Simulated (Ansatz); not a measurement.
# AlFH4O2S: Born-Oppenheimer dynamics

Aim: follow the atoms for 40 steps of 1.0 fs at constant energy, with velocities drawn for 500 K, and see to which side of the barrier the system falls.

Computed with Ansatz 0.2.0, Gaussian basis. Level: PBE0-D4/def2-SVP.

## 1. The starting structure

The start, a first-order saddle point found at PBE0-D4 in triple zeta: 9 atoms, charge 0, spin multiplicity 1.

Atoms are counted from 1 here; the program's logs count them from 0.

Bond lengths: Al1–S2 2.313 Å, Al1–O3 1.688 Å, Al1–O4 1.690 Å, Al1–F6 1.905 Å, S2–H7 1.345 Å, O3–H8 0.953 Å, O4–H9 0.955 Å, H5–F6 1.067 Å. Angles: S2–Al1–O3 118.6°, S2–Al1–O4 111.5°, S2–Al1–F6 79.0°, O3–Al1–O4 121.6°, O3–Al1–F6 109.6°, O4–Al1–F6 107.5°, Al1–S2–H7 91.6°, Al1–O3–H8 126.9°, Al1–O4–H9 122.9°, Al1–F6–H5 82.4°.

As a file:

```xyz
9
AlFH4O2S
Al   -0.26332   -0.20800   -0.17215
S     1.82345    0.78744   -0.12234
O    -0.38933   -1.79485   -0.73260
O    -1.48490    0.92689   -0.44681
H     0.99325    0.27201    1.38432
F     0.09861   -0.21765    1.69808
H     1.27832    2.01667   -0.10446
H     0.25410   -2.49067   -0.62888
H    -2.31009    0.70816   -0.87507
```

## 2. Dynamics

md/in.yaml reads:

```yaml
crystal:
  periodic: [false, false, false]
  atoms:
    - {symbol: Al, position_ang: [-0.263318, -0.207998, -0.172148]}
    - {symbol: S, position_ang: [1.823447, 0.787437, -0.122336]}
    - {symbol: O, position_ang: [-0.389327, -1.794853, -0.732602]}
    - {symbol: O, position_ang: [-1.484902, 0.926894, -0.446807]}
    - {symbol: H, position_ang: [0.993250, 0.272013, 1.384317]}
    - {symbol: F, position_ang: [0.098615, -0.217655, 1.698075]}
    - {symbol: H, position_ang: [1.278318, 2.016671, -0.104455]}
    - {symbol: H, position_ang: [0.254104, -2.490670, -0.628877]}
    - {symbol: H, position_ang: [-2.310089, 0.708161, -0.875066]}
basis:
  gaussian: {orbitals: def2-SVP}
hamiltonian: {xc: pbe0, dispersion: d4}
md: {n_steps: 40, timestep: 1.0, temperature: 500, ensemble: nve, seed: 589, initial_velocities: maxwell_boltzmann}
```

The run is started by

```console
$ ansatz run in.yaml --threads 4 --pin off --events-out ev --progress --plain --max-ram 9574MiB
```

**Question.** What will these runs give? Wanted: temperature at the start; mean temperature, second half; lowest and highest potential energy, from the first frame; largest change of potential + kinetic; bonds lost by distance.

**Answer**, as computed:

```
                                                 quantity              value
                                                   length  40 steps, 40.0 fs
                                 temperature at the start              500 K
                            mean temperature, second half              523 K
lowest and highest potential energy, from the first frame   -171 and 237 meV
                    largest change of potential + kinetic            8.4 meV
                                   bonds lost by distance              H5–F6
```

In words: By the last frame it has moved towards the side where Al1–F6, S2–H5 form. With no thermostat the total energy should stay fixed; it holds within 8.4 meV, small beside the kinetic energy, so the time step serves. The temperature runs between 240 and 682 K.
